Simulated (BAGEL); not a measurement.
# One shape, several levels: doublet BP2H4F+

We compute a comparison of 4 runs (UHF/STO-3G, UHF/3-21G, ROHF/6-31G*, UHF/6-31G*) of doublet BP2H4F+. 

Program for the calculation: BAGEL 1.2.2.

23 further runs of the same task are left out: 23 set aside as unsound or not needed.

## (1) The system as given

The species is BP2H4F+ (8 atoms), meant as a doublet with charge +1. SMILES of the parent species: `FB(P)P`. The coordinates come from a GFN2-xTB relaxation. This is one conformer, not always the lowest. That shape belongs to the parent species and isn't relaxed for this state.

Bond lengths: F1–B2 1.324 Å, B2–P3 1.904 Å, B2–P4 1.904 Å, P3–H5 1.382 Å, P3–H6 1.382 Å, P4–H7 1.381 Å, P4–H8 1.380 Å. Angles: F1–B2–P3 117.1°, F1–B2–P4 117.0°, P3–B2–P4 124.7°, B2–P3–H5 98.6°, B2–P3–H6 97.1°, B2–P4–H7 98.6°, B2–P4–H8 97.2°, H5–P3–H6 95.0°, H7–P4–H8 95.0°.

## (2) The energy at UHF/STO-3G (density fitting with qzvpp-jkfit) (run 1)

calc.json

```json
{ "bagel" : [

{
  "title" : "molecule",
  "basis" : "sto-3g",
  "df_basis" : "qzvpp-jkfit",
  "angstrom" : true,
  "geometry" : [
    { "atom" : "F", "xyz" : [    0.663340,   -0.516750,    1.721110 ] },
    { "atom" : "B", "xyz" : [    0.398890,   -0.219700,    0.458380 ] },
    { "atom" : "P", "xyz" : [    0.965460,    1.487550,   -0.166700 ] },
    { "atom" : "P", "xyz" : [   -0.185310,   -1.644210,   -0.661790 ] },
    { "atom" : "H", "xyz" : [   -0.098720,    1.764270,   -1.003520 ] },
    { "atom" : "H", "xyz" : [    0.480510,    2.228270,    0.894030 ] },
    { "atom" : "H", "xyz" : [   -1.086750,   -0.941410,   -1.436960 ] },
    { "atom" : "H", "xyz" : [   -1.137410,   -2.158010,    0.195460 ] }
  ]
},
{
  "title" : "uhf",
  "charge" : 1,
  "nopen" : 1
},
{
  "title" : "print",
  "file" : "orbitals.molden",
  "orbitals" : true
}

]}
```

Run with:

```console
BAGEL_NUM_THREADS=1 BAGEL calc.json > calc.out
```

Output:

```text
* using 1 threads per process

  ===============================================================
  ===============================================================

  *** Geometry ***

  { "atom" : "F", "xyz" : [      1.253531,     -0.976516,      3.252427 ] },
  { "atom" : "B", "xyz" : [      0.753793,     -0.415173,      0.866213 ] },
  { "atom" : "P", "xyz" : [      1.824455,      2.811062,     -0.315017 ] },
  { "atom" : "P", "xyz" : [     -0.350185,     -3.107107,     -1.250602 ] },
  { "atom" : "H", "xyz" : [     -0.186554,      3.333987,     -1.896378 ] },
  { "atom" : "H", "xyz" : [      0.908032,      4.210820,      1.689472 ] },
  { "atom" : "H", "xyz" : [     -2.053660,     -1.779007,     -2.715461 ] },
  { "atom" : "H", "xyz" : [     -2.149393,     -4.078048,      0.369366 ] },

  Number of auxiliary basis functions:      480

  Since a DF basis is specified, we compute 2- and 3-index integrals:
    o Being stored without compression. Storage requirement is 0.004 GB

  Number of basis functions:       32
  Number of electrons      :       48

    * METHOD: MOLECULE                             0.17

  *** Open-shell HF ***

  === Nuclear Repulsion ===
   189.1688197543

      * DIIS with orbital gradients will be used.

  === UHF iteration (sto-3g) ===
      0       -798.30471333          0.03107545           0.04
      1       -798.38136198          0.01500357           0.04
      2       -798.39589738          0.00607139           0.04
      3       -798.39914959          0.00082840           0.04
      4       -798.40011745          0.00044810           0.04
      5       -798.40053153          0.00026339           0.04
      6       -798.40065796          0.00007665           0.04
      7       -798.40066213          0.00003688           0.04
      8       -798.40066364          0.00001526           0.04
      9       -798.40066405          0.00000703           0.04
[... 14 lines of this table left out ...]
     24       -798.40066541          0.00000023           0.04
     25       -798.40066541          0.00000004           0.04
     26       -798.40066541          0.00000001           0.04
     27       -798.40066541          0.00000001           0.04
    * SCF iteration converged.

    * S^2 (UHF) is 0.8378

    * Permanent dipole moment:
           (    0.526078,    -0.137078,     0.743210) a.u.

    * METHOD: UHF                                  1.25

    * METHOD: PRINT                                0.00

  ===============================================================
```

It took 1.6 s on 1 thread of Arm Neoverse V1, shared host.

## (3) The energy at UHF/3-21G (density fitting with qzvpp-jkfit) (run 2)

hf.json

```json
{ "bagel" : [

{
  "title" : "molecule",
  "basis" : "3-21g",
  "df_basis" : "qzvpp-jkfit",
  "angstrom" : "true",
  "geometry" : [
    { "atom" : "F", "xyz" : [    0.663340,   -0.516750,    1.721110 ] },
    { "atom" : "B", "xyz" : [    0.398890,   -0.219700,    0.458380 ] },
    { "atom" : "P", "xyz" : [    0.965460,    1.487550,   -0.166700 ] },
    { "atom" : "P", "xyz" : [   -0.185310,   -1.644210,   -0.661790 ] },
    { "atom" : "H", "xyz" : [   -0.098720,    1.764270,   -1.003520 ] },
    { "atom" : "H", "xyz" : [    0.480510,    2.228270,    0.894030 ] },
    { "atom" : "H", "xyz" : [   -1.086750,   -0.941410,   -1.436960 ] },
    { "atom" : "H", "xyz" : [   -1.137410,   -2.158010,    0.195460 ] }
  ]
},
{
  "title" : "uhf",
  "charge" : 1,
  "nopen" : 1
},
{
  "title" : "print",
  "file" : "orbitals.molden",
  "orbitals" : "true"
}

]}
```

Run with:

```console
BAGEL_NUM_THREADS=1 BAGEL hf.json > hf.out
```

Output:

```text
* using 1 threads per process

  ===============================================================
  ===============================================================

  *** Geometry ***

  { "atom" : "F", "xyz" : [      1.253531,     -0.976516,      3.252427 ] },
  { "atom" : "B", "xyz" : [      0.753793,     -0.415173,      0.866213 ] },
  { "atom" : "P", "xyz" : [      1.824455,      2.811062,     -0.315017 ] },
  { "atom" : "P", "xyz" : [     -0.350185,     -3.107107,     -1.250602 ] },
  { "atom" : "H", "xyz" : [     -0.186554,      3.333987,     -1.896378 ] },
  { "atom" : "H", "xyz" : [      0.908032,      4.210820,      1.689472 ] },
  { "atom" : "H", "xyz" : [     -2.053660,     -1.779007,     -2.715461 ] },
  { "atom" : "H", "xyz" : [     -2.149393,     -4.078048,      0.369366 ] },

  Number of auxiliary basis functions:      480

  Since a DF basis is specified, we compute 2- and 3-index integrals:
    o Being stored without compression. Storage requirement is 0.010 GB

  Number of basis functions:       52
  Number of electrons      :       48

    * METHOD: MOLECULE                             0.17

  *** Open-shell HF ***

  === Nuclear Repulsion ===
   189.1688197543

      * DIIS with orbital gradients will be used.

  === UHF iteration (3-21g) ===
      0       -803.32298687          0.04163965           0.07
      1       -803.41963469          0.02772536           0.07
      2       -803.44323528          0.01781309           0.07
      3       -803.45732923          0.00093820           0.08
      4       -803.45839331          0.00054310           0.08
      5       -803.45878393          0.00037481           0.07
      6       -803.45914622          0.00018975           0.07
      7       -803.45919607          0.00005147           0.07
      8       -803.45920080          0.00002785           0.07
      9       -803.45920242          0.00002026           0.07
[... 26 lines of this table left out ...]
     36       -803.45920751          0.00000005           0.07
     37       -803.45920751          0.00000002           0.07
     38       -803.45920751          0.00000002           0.08
     39       -803.45920751          0.00000001           0.07
    * SCF iteration converged.

    * S^2 (UHF) is 0.8524

    * Permanent dipole moment:
           (    0.791176,    -0.136443,     1.044922) a.u.

    * METHOD: UHF                                  3.03

    * METHOD: PRINT                                0.01

  ===============================================================
```

Wall time 3.6 s (1 thread of Arm Neoverse V1, shared host).

Run 3 isn't shown in full; the table further down has it.

## (4) A single-point energy at UHF/6-31G(d) (density fitting with qzvpp-jkfit, spherical functions) (run 4)

job.json

```json
{ "bagel": [

{
  "title": "molecule",
  "basis": "6-31gs.json",
  "df_basis": "qzvpp-jkfit",
  "angstrom": true,
  "geometry": [
    { "atom": "F", "xyz": [       0.663340,      -0.516750,       1.721110 ] },
    { "atom": "B", "xyz": [       0.398890,      -0.219700,       0.458380 ] },
    { "atom": "P", "xyz": [       0.965460,       1.487550,      -0.166700 ] },
    { "atom": "P", "xyz": [      -0.185310,      -1.644210,      -0.661790 ] },
    { "atom": "H", "xyz": [      -0.098720,       1.764270,      -1.003520 ] },
    { "atom": "H", "xyz": [       0.480510,       2.228270,       0.894030 ] },
    { "atom": "H", "xyz": [      -1.086750,      -0.941410,      -1.436960 ] },
    { "atom": "H", "xyz": [      -1.137410,      -2.158010,       0.195460 ] }
  ]
},

{
  "title": "uhf",
  "charge": 1,
  "nopen": 1
},

{
  "title": "print",
  "file": "orbitals.molden",
  "orbitals": true
}

]}
```

The basis set 6-31G* is read from a file made from the Basis Set Exchange's data (not shown).

Run with:

```console
BAGEL_NUM_THREADS=1 BAGEL job.json > job.out
```

Output:

```text
* using 1 threads per process

  ===============================================================
  ===============================================================

  *** Geometry ***

  { "atom" : "F", "xyz" : [      1.253531,     -0.976516,      3.252427 ] },
  { "atom" : "B", "xyz" : [      0.753793,     -0.415173,      0.866213 ] },
  { "atom" : "P", "xyz" : [      1.824455,      2.811062,     -0.315017 ] },
  { "atom" : "P", "xyz" : [     -0.350185,     -3.107107,     -1.250602 ] },
  { "atom" : "H", "xyz" : [     -0.186554,      3.333987,     -1.896378 ] },
  { "atom" : "H", "xyz" : [      0.908032,      4.210820,      1.689472 ] },
  { "atom" : "H", "xyz" : [     -2.053660,     -1.779007,     -2.715461 ] },
  { "atom" : "H", "xyz" : [     -2.149393,     -4.078048,      0.369366 ] },

  Number of auxiliary basis functions:      480

  Since a DF basis is specified, we compute 2- and 3-index integrals:
    o Being stored without compression. Storage requirement is 0.020 GB

  Number of basis functions:       72
  Number of electrons      :       48

    * METHOD: MOLECULE                             0.23

  *** Open-shell HF ***

  === Nuclear Repulsion ===
   189.1688197543

      * DIIS with orbital gradients will be used.

  === UHF iteration (6-31gs.json) ===
      0       -807.44651206          0.03548928           0.11
      1       -807.55268702          0.02361954           0.10
      2       -807.58402755          0.01515245           0.11
      3       -807.60439846          0.00111344           0.10
      4       -807.60574930          0.00026290           0.10
      5       -807.60607509          0.00019651           0.10
      6       -807.60629806          0.00012752           0.10
      7       -807.60639421          0.00007030           0.10
      8       -807.60640703          0.00002565           0.10
      9       -807.60640855          0.00001778           0.11
[... 41 lines of this table left out ...]
     51       -807.60641491          0.00000009           0.10
     52       -807.60641491          0.00000017           0.10
     53       -807.60641491          0.00000001           0.11
     54       -807.60641491          0.00000001           0.10
    * SCF iteration converged.

    * S^2 (UHF) is 0.8635

    * Permanent dipole moment:
           (    0.606963,     0.003280,     1.042178) a.u.

    * METHOD: UHF                                  5.93

    * METHOD: PRINT                                0.01

  ===============================================================
```

Wall time 6.3 s (1 thread of Arm Neoverse V1, shared host); peak memory 0.1 GiB.

## (5) Overview of the runs

```csv
run,level,energy (Eh),⟨S²⟩,wall time
1,UHF/STO-3G (density fitting with qzvpp-jkfit),-798.400665,0.838,1.6 s
2,UHF/3-21G (density fitting with qzvpp-jkfit),-803.459208,0.852,3.6 s
3,"ROHF/6-31G* (density fitting with qzvpp-jkfit, spherical functions)",-807.593690,0.750,3.3 s
4,"UHF/6-31G* (density fitting with qzvpp-jkfit, spherical functions)",-807.606415,0.864,6.3 s
```

## (6) Outcome

| quantity | value |
| --- | --- |
| run 4: total energy | -807.60641 Eh |
| run 4: ⟨S²⟩ | 0.864 |

In run 1 the basis is minimal, so the values are rough. Spin contamination of the reference: run 4 ⟨S²⟩ = 0.86, run 2 ⟨S²⟩ = 0.85. All runs together took 15 s, the longest 6.3 s.
